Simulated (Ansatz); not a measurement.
# BBrH4SSi: ladder of methods at one geometry in Python

How do the methods compare on BBrH4SSi, in result and in cost? The task is a ladder of methods at one geometry, for BBrH4SSi.

All numbers are computed with Ansatz 0.2.0, driven from Python. The levels of theory stand in the script.

## Step 1: The structure

Bond lengths: Si1–S2 2.148 Å, S2–B3 1.882 Å, B3–Br4 2.000 Å, Si1–H5 1.470 Å, Si1–H6 1.471 Å, Si1–H7 1.471 Å, B3–H8 1.181 Å. Angles: Si1–S2–B3 92.4°, S2–Si1–H5 109.4°, S2–Si1–H6 109.6°, S2–Si1–H7 109.6°, H5–Si1–H6 109.3°, H5–Si1–H7 109.3°, H6–Si1–H7 109.6°, S2–B3–Br4 120.1°, S2–B3–H8 120.0°, Br4–B3–H8 120.0°.

The script reads bbrh4ssi.xyz:

```xyz
8

Si   -1.29900   -0.03420   -0.04860
S     0.29840   -0.15950   -1.47860
B     1.61220   -0.16360   -0.13080
Br    2.41290    1.55960    0.49300
H    -2.58690   -0.00980   -0.75760
H    -1.25680   -1.20270    0.84360
H    -1.15720    1.19640    0.74430
H     1.97650   -1.18620    0.33470
```

## Step 2: The script

Contents of methods.py:

```python
"""One geometry of BBrH4SSi, method by method."""

from pathlib import Path

import ansatz as az
import numpy as np


def main() -> None:
    system = az.Crystal.molecule_from_extxyz("bbrh4ssi.xyz")

    base = system.calculation().basis(gaussian="def2-SVP")

    print("functional    E (Ha)        dipole (D)   HOMO (eV)  LUMO (eV)")
    for name in ["cam_b3lyp", "lda", "lc_wpbe", "hf"]:
        summary = base.functional(name).forces().orbitals().run(threads=1, pin="off", runs_dir="runs").report
        lines = Path(summary["orbitals_path"]).read_text().splitlines()
        field_of = lambda key: [line.split("=")[1].strip() for line in lines if line.startswith(key)]
        orbitals = [(27.211386 * float(e), s, float(n)) for e, s, n in zip(field_of("Ene="), field_of("Spin="), field_of("Occup="))]
        homo = max(e for e, _, n in orbitals if n > 0.5)
        lumo = min(e for e, _, n in orbitals if n < 0.5)
        dipole = 4.803205 * np.linalg.norm(summary["charge_distribution"]["dipole_moment_e_ang"])
        print(f"{name:10s} {summary['free_energy_ev'] / 27.211386246:14.6f} {dipole:9.3f} {homo:11.3f} {lumo:10.3f}")


if __name__ == "__main__":
    main()
```

## Step 3: The calls as engine input

The package turns the script's settings into the engine's input (first run):

```yaml
crystal:
  periodic: [false, false, false]
  atoms:
    - { symbol: Si, position_ang: [-1.299, -0.0342, -0.0486] }
    - { symbol: S, position_ang: [0.2984, -0.1595, -1.4786] }
    - { symbol: B, position_ang: [1.6122, -0.1636, -0.1308] }
    - { symbol: Br, position_ang: [2.4129, 1.5596, 0.493] }
    - { symbol: H, position_ang: [-2.5869, -0.0098, -0.7576] }
    - { symbol: H, position_ang: [-1.2568, -1.2027, 0.8436] }
    - { symbol: H, position_ang: [-1.1572, 1.1964, 0.7443] }
    - { symbol: H, position_ang: [1.9765, -1.1862, 0.3347] }
basis:
  gaussian:
    orbitals: def2-SVP
hamiltonian:
  xc: cam_b3lyp
output:
  orbitals: {}
  forces: true
```

## Step 4: Launch

On the command line:

```bash
$ python methods.py
```

Standard output:

```text
functional    E (Ha)        dipole (D)   HOMO (eV)  LUMO (eV)
cam_b3lyp    -3288.710223     1.203      -8.607     -1.281
lda          -3282.180945     1.085      -6.210     -3.550
lc_wpbe      -3288.008931     1.374     -10.090     -0.311
hf           -3285.400817     1.515     -10.194      1.113
```

Wall time 15 s (1 thread of Arm Neoverse V1, shared host); peak memory 0.33 GiB.

## Step 5: What changed from run to run

The engine's inputs for the other runs:

Run 2, against run 1:

```diff
@@ -16 +16 @@
-  xc: cam_b3lyp
+  xc: lda
```

Run 3, against run 1:

```diff
@@ -16 +16 @@
-  xc: cam_b3lyp
+  xc: lc_wpbe
```

Run 4, against run 1:

```diff
@@ -16 +16 @@
-  xc: cam_b3lyp
+  xc: hf
```

## Step 6: The engine's runs

One row for each of the 4 runs:

```tsv
run	functional	energy (eV)	SCF cycles	CPU time (s)
1	cam_b3lyp	-89490.3641	18	5.9
2	lda	-89312.6934	17	2
3	lc_wpbe	-89471.2810	16	4.2
4	hf	-89400.3106	12	2.2
```

Totals under unlike functionals or potentials can't be compared directly.

The fields below are those of run 1.

## Step 7: The molecule's orbitals and density

Orbitals, density, ELF and potential are computed afterwards from the orbital file.

Frontier orbitals at CAM-B3LYP/def2-SVP, with the share of their density that lies nearest to each atom:

```tsv
orbital	energy (eV)	lies on
HOMO	-8.61	S2 76 %; Br4 7 %
LUMO	-1.28	B3 55 %; H8 12 %; Br4 12 %
```

ELF in a plane through or near 3 of the atoms.

Ten even steps from ' ' (0.00) to '@' (1.00):
```
                                                        
              ......                                    
        ....--======::..                                
      ..--==**######++--      ++##**--                  
    ..--**####**##%%##++    ::@@@@@@##..                
    ::++####----==%%##++    ==@@@@@@%%::                
  ..--**%%++====++**##==    ==@@@@@@%%::..              
  ..==##%%**--++::**++::    --@@@@@@**----++==--        
  ..--**%%%%++==**%%++--....::==::::..**%%@@@@%%::      
    ..==++****##%%++------::==..****==##@@@@@@@@==      
      ..::..::==--::  ::++--==::++##::##@@@@@@%%--      
            ::####--..--==::--==::..::++######++..      
            **@@@@@@%%++::....::==++==::::::::..        
          ::%%@@@@@@%%==        ..::::..                
          ..%%@@@@@@**..            ..                  
            ++%%@@%%--                                  
              ::--::                                    
                                                        
                                                        
                                                        
```
The map spans 10.5 Å across and 8.0 Å up, centred on the molecule. Atoms in the plane (x, y in Å): Si1 (1.3, 0.1), B3 (-1.6, -0.3), Br4 (-2.6, 1.4).

On the surface of density 0.002 e/bohr³ the electrostatic potential runs, from the 1st to the 99th percentile, from -0.64 V near S2 to 1.50 V near B3.

## Step 8: Outcome

| quantity | value |
| --- | --- |
| runs compared | 4 |
| HOMO-LUMO gap of the mean field (CAM-B3LYP/def2-SVP) | 7.33 eV |

All 4 runs converged, in 12 to 18 cycles. Reading the output:
- The geometry is a force-field or estimated start, not a minimum of this method, and the basis set is short of its limit. A lower total doesn't mark the better method: functionals have no common bound, and MP2 and coupled cluster aren't variational.
- Levels such as HOMO and LUMO are orbital energies: with these approximate functionals they aren't the ionisation energy and electron affinity, and their gap isn't the fundamental gap.
